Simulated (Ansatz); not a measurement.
## Tl2Te in Ansatz: convergence with smearing width

Input of the first run (smearing width 0.3 eV); the others differ in this setting and in those tied to it:

The input input.yaml:

```yaml
crystal:
  lattice:
    - [3.24954182, -3.2568881, 0.0]
    - [3.24954182, 3.2568881, 0.0]
    - [0.0, 0.0, 5.13593397]
  atoms:
    - { symbol: Tl, position: [0.22630798, 0.77369202, 0.5] }
    - { symbol: Tl, position: [0.77369202, 0.22630798, 0.5] }
    - { symbol: Te, position: [0.0, 0.0, 0.0] }
hamiltonian:
  xc: r2scan
  pseudopotentials: { kind: paw, level: accurate }
kpoints:
  mp_grid: { grid: [5, 5, 5] }
scf:
  occupations: { method: gaussian, width: 0.3 }
output:
  forces: true
  stress: true
  eigenvalues: true
```

Potentials or basis: Ansatz PAW earlier set.

Launch:

```sh
$ ansatz run input.yaml --threads 2 --pin off --max-ram 5632MiB --backend cpu --events-out ev --progress --plain --runs-dir out
```

The cell was built by a generator and needn't be a form met in nature.

Hardware: 2 threads of Arm Neoverse V1, with other jobs on the host.

```csv
smearing width,"energy less the tightest run, at zero smearing (meV/atom)",pressure (GPa),largest force (eV/Å),SCF cycles,CPU time (s),peak memory (GiB)
0.3 eV,-0.34,4.15,1.880,8,22,0.67
0.2 eV,-0.37,4.15,1.887,8,22,0.67
0.15 eV,-0.22,4.16,1.892,8,22,0.67
0.1 eV,-0.12,4.19,1.899,8,22,0.67
0.05 eV,-0.07,4.21,1.903,8,22,0.67
0.025 eV,-0.02,4.21,1.899,8,22,0.67
0.01 eV,0.00,4.21,1.895,8,23,0.68
0.005 eV,0.00,4.22,1.894,9,25,0.68
```

Against the tightest run, the energy stays within 1 meV/atom from 0.3 eV on; the pressure stays within 0.1 GPa from 0.3 eV on; the largest force stays within 0.005 eV/Å from 0.01 eV on. Narrower smearing needs a denser k mesh, so at a fixed mesh the narrowest width isn't the most accurate. The tightest run that finished is the yardstick and may itself not be fully converged.

Caveat, for the tightest run too: the PAW data sets come from PBE, with cores solved anew for the run's functional, which leaves a small shift of forces and pressure; forces of over 1 eV/Å show positions far from the minimum, so gaps and moduli don't describe the material at rest. The run has no spin-orbit coupling, so splittings on Te, Tl are missing.
